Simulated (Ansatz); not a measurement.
**C2H4FNOSi: one species, many methods**

Aim: compute C2H4FNOSi with functionals from several rungs and with coupled cluster, and see how far each lands from CCSD(T) at the basis-set limit for the atomisation energy.

The runs use Ansatz 0.2.0, Gaussian basis; functionals in def2-TZVPP, the program's frozen cores in correlated methods.

Plan: PBE-D4, r2SCAN-D4, PBE0-D4, B3LYP-D4, ωB97X-V, ωB97M-V, B2PLYP; CCSD(T)/def2-TZVPP; MP2/def2-QZVPP; extrapolation to the limit.

### Step 1. Structure used throughout

An earlier PBE0-D4 in a triple-zeta def2 set relaxation fixed the geometry.

10 atoms, charge 0, spin multiplicity 1.

Atoms are counted from 1 here; the program's logs count them from 0.

Bond lengths: N1–C2 1.153 Å, C2–O3 1.289 Å, O3–C4 1.434 Å, C4–F5 1.365 Å, C4–Si6 1.919 Å, C4–H7 1.095 Å, Si6–H8 1.480 Å, Si6–H9 1.481 Å, Si6–H10 1.482 Å. Angles: N1–C2–O3 177.9°, C2–O3–C4 115.8°, O3–C4–F5 108.2°, O3–C4–Si6 107.7°, O3–C4–H7 108.2°, F5–C4–Si6 110.8°, F5–C4–H7 107.4°, Si6–C4–H7 114.4°, C4–Si6–H8 108.0°, C4–Si6–H9 106.6°, C4–Si6–H10 107.7°, H8–Si6–H9 111.7°, H8–Si6–H10 111.7°, H9–Si6–H10 111.0°.

Coordinates:

```xyz
10
C2H4FNOSi
N    -1.5193    1.7912    2.5027
C    -1.2746    1.0829    1.6263
O    -1.0322    0.2609    0.6631
C     0.2332    0.4227    0.0083
F     0.1546    1.5147   -0.8065
Si    0.5677   -1.1661   -1.0143
H     0.9891    0.6371    0.7712
H    -0.5637   -1.3538   -1.9497
H     1.8425   -0.9446   -1.7352
H     0.6855   -2.2963   -0.0632
```

### Step 2. PBE-D4 (GGA)

in.yaml

```yaml
crystal:
  periodic: [false, false, false]
  atoms:
    - {symbol: N, position_ang: [-1.519283, 1.791212, 2.502732]}
    - {symbol: C, position_ang: [-1.274550, 1.082883, 1.626302]}
    - {symbol: O, position_ang: [-1.032203, 0.260923, 0.663108]}
    - {symbol: C, position_ang: [0.233211, 0.422654, 0.008341]}
    - {symbol: F, position_ang: [0.154633, 1.514708, -0.806462]}
    - {symbol: Si, position_ang: [0.567738, -1.166095, -1.014263]}
    - {symbol: H, position_ang: [0.989132, 0.637091, 0.771242]}
    - {symbol: H, position_ang: [-0.563716, -1.353814, -1.949678]}
    - {symbol: H, position_ang: [1.842516, -0.944602, -1.735211]}
    - {symbol: H, position_ang: [0.685521, -2.296259, -0.063211]}
basis:
  gaussian: {orbitals: def2-TZVPP}
hamiltonian: {xc: pbe, dispersion: d4}
output: {forces: true, orbitals: {seedname: orbitals}}
```

On the command line:

```
> ansatz run in.yaml --threads 4 --pin off --events-out ev --progress --plain --max-ram 10444MiB
```

After this run come: r2SCAN-D4 (meta-GGA); PBE0-D4 (hybrid); B3LYP-D4 (hybrid); ωB97X-V (range-separated); ωB97M-V (range-separated); B2PLYP (double hybrid); CCSD(T) in def2-TZVPP; MP2 in def2-QZVPP.

Before running them: what should the planned runs give, taken together? Wanted: atomisation energy, CCSD(T)/CBS; farthest; mean size of error, hybrid; mean size of error, range-separated; gap, smallest and largest; T1 diagnostic; triples share of the correlation energy.

The runs gave:

| quantity | value |
| --- | --- |
| atomisation energy, CCSD(T)/CBS | 3795.0 kJ/mol |
| functionals within 19.0 kJ/mol (0.5 %) | r2SCAN-D4, PBE0-D4, B3LYP-D4 |
| farthest | PBE-D4 (+149.1 kJ/mol) |
| mean size of error, hybrid | 10.3 kJ/mol |
| mean size of error, range-separated | 27.3 kJ/mol |
| gap, smallest and largest | 6.46 eV (PBE-D4), 13.17 eV (ωB97X-V) |
| T1 diagnostic | 0.0139 |
| triples share of the correlation energy | 4.0 % |

**Reading.** PBE-D4 is off by +149.1 kJ/mol. Double hybrids carry the basis error of their MP2 part in triple zeta, and no dispersion term here, so their miss is partly the set-up's. The reference freezes the cores and leaves out relativity and excitations past (T), so misses under about 19.0 kJ/mol can't be ranked. Hartree-Fock recovers 67 % of the binding; the rest is correlation. The gap grows from 6.5 to 13.2 eV across the functionals, mostly with the share of exact exchange.
